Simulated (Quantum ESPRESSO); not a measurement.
# PbO2 under changes of volume

One of the cells (14.176 Å³/atom); the others are scaled copies at fixed shape and fractional positions:

```
CELL_PARAMETERS angstrom
4.99496 0.00000 0.00000
0.00000 4.99496 0.00000
0.00000 0.00000 3.40900
ATOMIC_POSITIONS crystal
Pb 0.50000 0.50000 0.50000
Pb 0.00000 0.00000 0.00000
O 0.69257 0.69257 0.00000
O 0.80743 0.19257 0.50000
O 0.19257 0.80743 0.50000
O 0.30743 0.30743 0.00000
```

The cell is a database's computed one.

* Program: Quantum ESPRESSO 7.5
* Functional: PBEsol
* Potentials or basis: GBRV 1.5 PBEsol
* Cutoff: 612 eV
* Density cutoff: 4898 eV
* k mesh: 6 × 6 × 8
* Occupations: fermi-dirac, width 0.05 eV
* Spin: no spin polarisation

| volume (Å³/atom) | energy over the lowest point (meV/atom) | pressure (GPa) |
| --- | --- | --- |
| 13.325 | 23.70 | 9.7 |
| 13.609 | 9.72 | 5.9 |
| 13.892 | 2.09 | 2.6 |
| 14.176 | 0.00 | -0.4 |
| 14.459 | ? | ? |
| 14.743 | 9.94 | -5.3 |
| 15.026 | 20.89 | -7.3 |

Question: What does the run at 14.459 Å³/atom give?

Answer: Energy over the lowest point 2.79 meV/atom; pressure -3.0 GPa.

Worked out: A Birch-Murnaghan fit of order 3 (a polynomial in V^(-2/3)) to the other rows has its minimum at 14.15 Å³/atom with B0 = V·E''(V) = 140 GPa and B' = 5.2 at fixed shape and positions, which overstates the stiffness. It gives 2.80 meV/atom at 14.459 Å³/atom, against the run's 2.79, and -dE/dV = -2.9 GPa, against -3.0.

Energies are extrapolated to zero smearing.
